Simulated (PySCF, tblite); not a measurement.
**C₅H₆F₂O+ (doublet): geometry, infrared bands and EPR parameters**

Aim: predict the infrared bands and EPR parameters of C₅H₆F₂O+ (doublet) (`CC(=O)[C+](F)[CH]CF`).

The runs use tblite 0.8.0 and PySCF 2.14.0, with density-fitted response routines of our own; the level of theory stands in each step. All values are computed, except where a source is named. Atoms count from 0, in the outputs and in this text.

## Step 1: The starting structure

14 atoms, charge 1, multiplicity 2; geometry from: force field or distance geometry start.

Bonds of the start (Å): C0–C1 1.52, C1–O2 1.22, C1–C3 1.48, C3–F4 1.36, C3–C5 1.44, C5–C6 1.48, C6–F7 1.36, C0–H8 1.09, C0–H9 1.08, C0–H10 1.09, C5–H11 1.09, C6–H12 1.09, C6–H13 1.09.

## Step 2: Relaxing the molecule with GFN2-xTB

What the job is given:

```
{"job": {"kind": "relax", "xc": "GFN2-xTB", "basis": "xTB"}, "charge": 1, "multiplicity": 2}
C      2.415300     0.279300     0.252700
C      0.978100     0.038100    -0.174000
O      0.700300    -0.281600    -1.313700
C     -0.056100     0.173400     0.878600
F      0.395700     0.487500     2.123700
C     -1.469000    -0.020300     0.718500
C     -2.081000    -0.376100    -0.583500
F     -3.425700    -0.469400    -0.417400
H      2.491400     1.240900     0.768200
H      3.041900     0.314100    -0.629100
H      2.743500    -0.528000     0.904400
H     -2.107200     0.104400     1.587200
H     -1.734100    -1.349000    -0.927000
H     -1.893900     0.386300    -1.340200
```

Started as:

```sh
$ OMP_NUM_THREADS=1 python probes_run.py task.json out
```

One launch serves the whole session: the jobs run in the order shown.

Log:

```text
step      E/eV     max force
  0    -726.90566    3.318
  1    -727.11092    0.928
  2    -727.12994    0.806
  3    -727.14369    0.371
  4    -727.15464    0.365
  5    -727.16466    0.338
  6    -727.17075    0.232
  7    -727.17610    0.189
  8    -727.17969    0.136
  9    -727.18164    0.112
 10    -727.18298    0.104
 11    -727.18437    0.090
 12    -727.18565    0.100
 13    -727.18663    0.099
 14    -727.18762    0.108
 15    -727.18939    0.147
 16    -727.19248    0.240
 17    -727.19577    0.275
 18    -727.20204    0.210
 19    -727.20761    0.184
 20    -727.21417    0.256
 21    -727.22406    0.287
 22    -727.23348    0.252
 23    -727.24333    0.284
 24    -727.25323    0.331
 25    -727.26860    0.378
 26    -727.28692    0.561
 27    -727.30419    0.432
 28    -727.31971    0.392
 29    -727.33543    0.434
 30    -727.34240    0.319
 31    -727.35039    0.277
 32    -727.35666    0.258
 33    -727.36369    0.278
 34    -727.36788    0.217
 35    -727.37156    0.121
 36    -727.37365    0.111
 37    -727.37541    0.125
 38    -727.37697    0.110
 39    -727.37845    0.099
 40    -727.37977    0.100
 41    -727.38098    0.089
 42    -727.38216    0.094
 43    -727.38344    0.119
 44    -727.38493    0.145
 45    -727.38669    0.146
 46    -727.38858    0.113
 47    -727.38996    0.097
 48    -727.39084    0.083
 49    -727.39149    0.074
 50    -727.39239    0.077
 51    -727.39366    0.086
 52    -727.39508    0.087
 53    -727.39611    0.082
 54    -727.39681    0.076
 55    -727.39755    0.082
 56    -727.39852    0.097
 57    -727.39956    0.081
 58    -727.40052    0.071
 59    -727.40149    0.092
 60    -727.40272    0.098
 61    -727.40388    0.074
 62    -727.40477    0.068
 63    -727.40548    0.065
 64    -727.40622    0.088
 65    -727.40692    0.084
 66    -727.40748    0.060
 67    -727.40785    0.045
 68    -727.40811    0.041
 69    -727.40830    0.038
 70    -727.40842    0.031
 71    -727.40851    0.026
 72    -727.40856    0.020
 73    -727.40860    0.013
 74    -727.40862    0.012
 75    -727.40863    0.009
```

Run time: 0.78 s. Hardware: 1 thread of Intel Xeon Platinum 8259CL at 2.50GHz, shared host; peak memory 0.18 GiB.

Along the way: (not every step is listed)

```csv
step,energy from step 0 (eV),largest force (eV/Å)
0,0.0000,3.3184
1,-0.2053,0.9276
2,-0.2243,0.8065
3,-0.2380,0.3712
4,-0.2490,0.3646
5,-0.2590,0.3384
6,-0.2651,0.2321
7,-0.2704,0.1885
8,-0.2740,0.1360
14,-0.2820,0.1076
20,-0.3085,0.2564
26,-0.3813,0.5606
32,-0.4510,0.2577
38,-0.4713,0.1105
44,-0.4793,0.1449
50,-0.4867,0.0769
56,-0.4929,0.0974
62,-0.4991,0.0680
68,-0.5024,0.0411
70,-0.5028,0.0312
71,-0.5028,0.0257
72,-0.5029,0.0196
73,-0.5029,0.0132
74,-0.5030,0.0121
75,-0.5030,0.0092
```

Close pairs (by a distance rule), those that changed most:

```
  bond  before (Å)  after (Å)  change (Å)
 C3–C5       1.435      1.343      -0.092
C6–H12       1.089      1.137      +0.049
 C3–F4       1.361      1.314      -0.047
 C0–C1       1.518      1.483      -0.036
 C1–C3       1.482      1.507      +0.025
 C6–F7       1.358      1.341      -0.017
C6–H13       1.090      1.105      +0.015
 C1–O2       1.216      1.204      -0.012
```

The next job starts from the end point, and lists it.

## Step 3: Infrared spectrum with GFN2-xTB

What the job is given:

```
{"job": {"kind": "ir", "xc": "GFN2-xTB", "basis": "xTB"}, "charge": 1, "multiplicity": 2}
C      2.328763     0.167328     0.231812
C      0.915716    -0.057762    -0.156937
O      0.541400    -0.447085    -1.233153
C     -0.089614     0.252016     0.922158
F      0.417626     0.656362     2.065249
C     -1.409182     0.096733     0.728660
C     -2.022336    -0.249555    -0.562485
F     -3.011122    -1.147602    -0.443863
H      2.459353     1.169647     0.645034
H      2.982681     0.013376    -0.624301
H      2.583393    -0.533958     1.033242
H     -2.070002     0.134739     1.594940
H     -1.212021    -0.677337    -1.236415
H     -2.415331     0.622626    -1.115538
```

Log:

```text
mode    cm-1     km/mol
  1      72.3      2.14
  2     112.8     11.01
  3     137.2     18.48
  4     164.3      3.17
  5     242.3     24.25
  6     295.1      4.64
  7     356.2      1.23
  8     382.8      1.30
  9     449.2      6.48
 10     498.5     10.87
 11     547.6      2.63
 12     606.9      1.79
 13     707.1     15.74
 14     775.4     25.45
 15     861.7     17.02
 16     950.0     34.48
 17     979.2      4.70
 18    1069.7     17.44
 19    1076.1     80.29
 20    1078.5     13.39
 21    1095.9     84.54
 22    1164.1     36.31
 23    1201.1    179.52
 24    1251.0     70.28
 25    1277.4     33.27
 26    1307.8     82.29
 27    1355.4     41.75
 28    1390.0     15.87
 29    1588.4    157.52
 30    1692.1     46.77
 31    2432.2    191.49
 32    2830.2     85.76
 33    2957.6     52.77
 34    2973.7    106.00
 35    2998.7     62.69
 36    3052.4     24.21
```

Run time: 0.6 s. Hardware: 1 thread of Intel Xeon Platinum 8259CL at 2.50GHz, shared host; peak memory 0.18 GiB.

Which atoms move in the most intense modes:

```
cm⁻¹  km/mol                                atoms
1076    80.3  H12 29 %, C1 17 %, C5 14 %, C6 13 %
1096    84.5           C6 33 %, F7 29 %, H11 18 %
1201   179.5           C3 53 %, H11 17 %, F4 13 %
1308    82.3           H8 40 %, H10 38 %, C0 11 %
1588   157.5                     C3 48 %, C5 40 %
2432   191.5                             H12 93 %
2830    85.8                             H13 93 %
2974   106.0                             H11 92 %
```

## Step 4: g tensor and hyperfine couplings: B3LYP/pcH-1

Same as in step 3 but for these lines:

```diff
@@ -1,2 +1,2 @@
-{"job": {"kind": "ir", "xc": "GFN2-xTB", "basis": "xTB"}, "charge": 1, "multiplicity": 2}
+{"job": {"kind": "epr", "basis": "pcH-1"}, "charge": 1, "multiplicity": 2}
 C      2.328763     0.167328     0.231812
```

Level: UKS B3LYP, pcH-1 on C F H O, non-relativistic, mean-field spin-orbit, GIAO.

Log:

```text
UKS, coarse grid
  cycle   1  E = -468.45710402  |g| = 7.58e-01
  cycle   2  E = -466.67213303  |g| = 2.08e+00
  cycle   3  E = -468.61230849  |g| = 4.07e-01
  cycle   4  E = -468.66823055  |g| = 2.35e-01
  cycle   5  E = -468.68642357  |g| = 8.07e-02
  cycle   6  E = -468.68859424  |g| = 5.11e-02
  cycle   7  E = -468.68970144  |g| = 2.32e-02
  cycle   8  E = -468.69002719  |g| = 1.00e-02
  cycle   9  E = -468.69010176  |g| = 5.40e-03
  cycle  10  E = -468.69013009  |g| = 2.93e-03
  cycle  11  E = -468.69013881  |g| = 1.31e-03
  cycle  12  E = -468.69013940  |g| = 5.14e-04
UKS, final grid
  cycle   1  E = -468.69013796  |g| = 1.07e-03
  cycle   2  E = -468.69013536  |g| = 2.60e-03
  cycle   3  E = -468.69013842  |g| = 4.80e-04
  cycle   4  E = -468.69013851  |g| = 6.65e-05
  cycle   5  E = -468.69013852  |g| = 6.14e-05
  cycle   6  E = -468.69013852  |g| = 2.98e-05
E = -468.69013852 Eh   <S^2> = 0.7575 (exact 0.7500)
g shifts (ppm)      1          2          3
  rmc          -283       -283       -283
  gc             19         46         52
  oz_so        1418       3201       5706
  total        1154       2964       5476
hyperfine (MHz)  atom isotope    a_iso     a_fc   dipolar eigenvalues
    0   13C      27.58      27.58     -8.60     -7.43     16.02
    1   13C     -41.55     -41.55    -12.42      4.12      8.30
    2   17O     -36.42     -36.42   -139.70     66.23     73.47
    3   13C      37.19      37.19    -21.60    -21.14     42.74
    4   19F      57.60      57.60   -122.79   -112.42    235.21
    5   13C       0.47       0.47    -10.21     -5.22     15.43
    6   13C      -2.58      -2.58    -16.29    -14.30     30.58
    7   19F      41.13      41.13   -142.13   -139.30    281.42
    8    1H      -8.94      -8.94     -3.90     -0.78      4.67
    9    1H      -5.43      -5.43     -5.18     -0.63      5.81
   10    1H       9.34       9.34     -3.66     -0.30      3.96
   11    1H      42.49      42.49     -4.39     -2.96      7.35
   12    1H     202.59     202.59    -19.24     -9.54     28.78
   13    1H      96.60      96.60     -6.99     -4.14     11.13
```

Wall time 83 s (1 thread of Intel Xeon Platinum 8259CL at 2.50GHz, shared host); peak memory 0.96 GiB.

Principal g values 2.00347, 2.00528, 2.00779; g(iso) = 2.00552, against 2.00232 for a free electron.

Mean a(iso) over the nuclei that a row names, and the largest dipolar term of the row (other rows stand at the frozen geometry):

| nuclei | isotope | a(iso) (MHz) | a(iso) (G, at g = 2.0023) | largest dipolar term (MHz) |
| --- | --- | --- | --- | --- |
| H12, H13 | 1H | 149.6 | 53.4 | 28.8 |
| F4 | 19F | 57.6 | 20.6 | 235.2 |
| H11 | 1H | 42.5 | 15.2 | 7.4 |
| C1 | 13C | -41.5 | -14.8 | -12.4 |
| F7 | 19F | 41.1 | 14.7 | 281.4 |
| C3 | 13C | 37.2 | 13.3 | 42.7 |
| O2 | 17O | -36.4 | -13.0 | -139.7 |
| C0 | 13C | 27.6 | 9.8 | 16.0 |
| C6 | 13C | -2.6 | -0.9 | 30.6 |
| H8, H9, H10 | 1H | -1.7 | -0.6 | 5.8 |
| C5 | 13C | 0.5 | 0.2 | 15.4 |

Mulliken spin populations:

C0 0.07; C1 -0.06; O2 0.42; C3 0.22; F4 0.05; C5 0.05; C6 0.09; F7 0.07; H8 0.00; H9 0.00; H10 0.00; H11 0.02; H12 0.06; H13 0.04

In first order the couplings over 0.8 MHz of 1H, 19F give 96 distinct lines over 158.9 G, if the averaged nuclei exchange fast; the same motion can average rows kept apart here too.

The fields below are evaluated on a grid from the run's orbitals.

ELF in a plane through or near 10 of the atoms.

Ten even steps from ' ' (0.00) to '@' (1.00):
```
                                                        
                                                        
                                                        
                      ..::::                            
                    ::++##**--    ##@@**                
                  ..**%%##%%==  --@@@@@@**..            
                  ..##%%==##::..**@@@@@@**..            
              ..    ::++##++--##++%%@@##..              
            ::====::  ..==----@@--==**::                
          ..==****==--==%%**--##==**%%--..::--::        
          ..==--##..@@----##::  ==##::::++++**==..      
        ..++%%%%==++@@..==++::  ==%%::::++++**==..      
        ==@@@@@@@@++==++%%####::##@@%%==::::==--        
        ++@@@@@@@@::  ++++==%%--**@@@@--    ..          
        ..##@@@@**  ..##%%%%%%--..####..                
            --==    ..++####++..    ..                  
                      ..::::..                          
                                                        
                                                        
                                                        
```
The map spans 11.5 Å across and 9.1 Å up, centred on the molecule. Atoms in the plane (x, y in Å): C0 (-2.3, -0.2), C1 (-0.9, -0.4), O2 (-0.3, -1.5), C3 (0.0, 0.8), F4 (-0.7, 1.9), C5 (1.3, 0.8), C6 (2.1, -0.4), H9 (-2.8, -1.2), H11 (1.8, 1.8), H12 (1.4, -1.3).

On the surface of density 0.002 e/bohr³ the electrostatic potential runs, from the 1st to the 99th percentile, from 2.79 V near F7 to 6.43 V near C1.

The spin density lies nearest to O2 36 %; C3 15 %; H12 9 %; F7 6 %.

## Step 5: Results

| quantity | value |
| --- | --- |
| strongest single infrared mode (GFN2-xTB) | 2432 cm⁻¹, 191 km/mol |
| zero-point energy (GFN2-xTB) | 59.9 kcal/mol |
| g(iso) (B3LYP) | 2.00552 |
| ⟨S²⟩ | 0.757 (exact 0.75) |
| largest a(iso) (averaged by class) | 1H on H12, H13, 149.6 MHz |

In words: Relaxing lowered the energy by 0.503 eV in 75 steps; the close pair that moved most is C3–C5, from 1.435 to 1.343 Å. All 36 modes are real, so the xTB geometry is a minimum. The strongest single mode, at 2432 cm⁻¹, moves mainly H12. Unscaled tight-binding wavenumbers are off by several per cent, some by more. Its intensities can rank the bands wrongly. O2 carries the largest spin population, 0.42 e. The isotropic g lies 3.2 ppt above the free-electron value.
